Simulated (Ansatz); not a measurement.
# C2H5BFP: the cost of one run

Program: Ansatz 0.2.0 through its Python package. Level of theory: B3LYP+D3(BJ)/def2-TZVP. These are calculated values, not measurements.

### 1 The structure

Bond lengths: C1–C2 1.280 Å, C2–B3 1.540 Å, B3–F4 1.483 Å, B3–P5 1.963 Å, C1–H6 1.123 Å, C1–H7 1.112 Å, C2–H8 1.070 Å, P5–H9 1.400 Å, P5–H10 1.450 Å. Angles: C1–C2–B3 120.8°, C1–C2–H8 122.3°, B3–C2–H8 116.9°, C2–C1–H6 121.5°, C2–C1–H7 123.6°, H6–C1–H7 114.5°, C2–B3–F4 124.7°, C2–B3–P5 120.3°, F4–B3–P5 115.0°, B3–P5–H9 92.3°, B3–P5–H10 92.9°, H9–P5–H10 97.1°.

The script holds or builds the structure itself.

### 2 The script

Input file c2h5bfp_spin.py:

```python
"""Gap between spin states of C2H5BFP at one geometry."""

import ansatz as az

config = {
    "basis": "def2-TZVP",
    "functional": "B3LYP",
    "dispersion": "d3bj",
}

geometry_ang = [
    ("C", (-1.6799, 0.5634, 0.4506)),
    ("C", (-0.6881, -0.0334, -0.0949)),
    ("B", (0.7559, 0.2763, 0.34)),
    ("F", (1.1316, 1.2795, 1.3649)),
    ("P", (2.2622, -0.6876, -0.4691)),
    ("H", (-2.7338, 0.3878, 0.104)),
    ("H", (-1.572, 1.369, 1.2095)),
    ("H", (-0.8145, -0.7655, -0.8649)),
    ("H", (1.7859, -0.4602, -1.766)),
    ("H", (1.6358, -1.9805, -0.2711)),
]
system = az.Crystal.molecule()
for symbol, xyz in geometry_ang:
    system = system.atom(symbol, xyz)

job = (
    system.calculation()
    .basis(gaussian=config["basis"])
    .functional(config["functional"], dispersion=config["dispersion"])
)
found = {}
for unpaired in [0, 2]:
    rep = job.spin("collinear", total=unpaired).run(threads=1, pin="off").report
    s = unpaired / 2
    found[unpaired] = rep["free_energy_ev"]
    print(f"2S+1 = {unpaired + 1}: E = {found[unpaired]:.5f} eV, <S^2> = {abs(rep['mean_field']['state']['spin_squared']):.3f} (pure state {s * (s + 1):.2f})")
lowest = min(found, key=found.get)
for unpaired, e in found.items():
    print(f"multiplicity {unpaired + 1}: {(e - found[lowest]):.3f} eV above the lowest")
```

### 3 The run

Command:

```
$ python c2h5bfp_spin.py
```

What time and memory should one allow on 1 thread of Arm Neoverse V1, shared host?

About 41 s, with a peak of 0.58 GiB.
